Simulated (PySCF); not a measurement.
# PdSCl2: relaxation and vibrations of the triplet

Aim: relax PdSCl2 as a triplet from a PBE minimum start, check by its vibrations whether the end is a minimum, and collect its spectrum and constants.

The runs use PySCF 2.14.0; PBE, basis Pd def2-SVP with ECP28, S def2-SVP, Cl def2-SVP, scalar-relativistic core potentials, no spin–orbit coupling, density fitting.

## Step 1: Where the work starts

4 atoms, charge 0, spin multiplicity 3.

Bond lengths: Pd1–S2 2.116 Å, Pd1–Cl3 2.266 Å, Pd1–Cl4 2.266 Å. Angles: S2–Pd1–Cl3 104.2°, S2–Pd1–Cl4 104.2°, Cl3–Pd1–Cl4 151.6°.

Coordinates in bohr (charge 0 multiplicity 3):
```
Pd    0.0000    0.0000   -0.2616
S     0.0000    0.0000    3.7369
Cl    4.1509    0.0000   -1.3122
Cl   -4.1509    0.0000   -1.3122
```

## Step 2: First SCF at the start

One driver script runs all steps and calls PySCF; scf.py shows how it sets up the SCF of each step. The optimiser is the driver's own. After this first run the driver tries any further starts and a stability analysis.

scf.py reads:

```python
from pyscf import gto, scf, dft
mol = gto.M(atom='''
Pd     0.000000     0.000000    -0.138430
S     -0.000000     0.000000     1.977460
Cl     2.196560     0.000000    -0.694380
Cl    -2.196560     0.000000    -0.694380''',
    basis={'Pd': 'def2-SVP', 'S': 'def2-SVP', 'Cl': 'def2-SVP'},
    ecp={'Pd': 'def2-SVP'},
    charge=0, spin=2)
mf = dft.UKS(mol, xc='PBE')
mf.grids.atom_grid = (50, 194)
aux = {'Pd': 'def2-universal-JKFIT', 'S': 'def2-universal-JKFIT', 'Cl': 'def2-universal-JKFIT'}
mf = mf.density_fit(auxbasis=aux)
mf.conv_tol = 1e-08
mf.diis_space = 10
mf.max_cycle = 60
mf.init_guess = 'minao'
mf.verbose = 4
mf.kernel()
```

The run is started by

```sh
$ OMP_NUM_THREADS=2 python axn.py task.json out
```

The runs that follow: PBE minimum start, triplet: relaxation; Vibrations and properties at this point.

**Question.** What will these runs give? Wanted: minimum; geometry; wavenumbers; dipole moment; highest occupied, lowest empty level; polar-tensor charge of Pd1; zero-point energy; atomisation energy; ⟨S²⟩.

The runs gave:

| quantity | value |
| --- | --- |
| minimum | triplet, C2v |
| geometry | Pd–Cl 2.266 Å (×2), Pd–S 2.116 Å; Cl–Pd–Cl 151.6°, Cl–Pd–S 104.2° (×2) |
| wavenumbers (cm⁻¹) | 89 (b2), 103 (b1), 104 (a1), 330 (a1), 387 (b2), 450 (a1) |
| dipole moment | 1.56 D |
| highest occupied, lowest empty level (either spin) | -6.65, -6.26 eV |
| polar-tensor charge of Pd1 | +0.58 e |
| zero-point energy | 8.8 kJ/mol |
| entropy at 298.15 K | 355.0 J/(mol K) |
| atomisation energy (no zero-point energy) | 848 kJ/mol |
| ⟨S²⟩ | 2.005 |

The molecule stays C2v, as typed, and the end point is a minimum. The strongest infrared band lies at 387 cm⁻¹ (b2, stretch). Most of the spin sits on S2 (Mulliken spin 1.31, against 2 for the whole molecule). Other starts or spin states, not run here, may lie lower. One determinant may miss the lowest occupation of an open d or f shell.
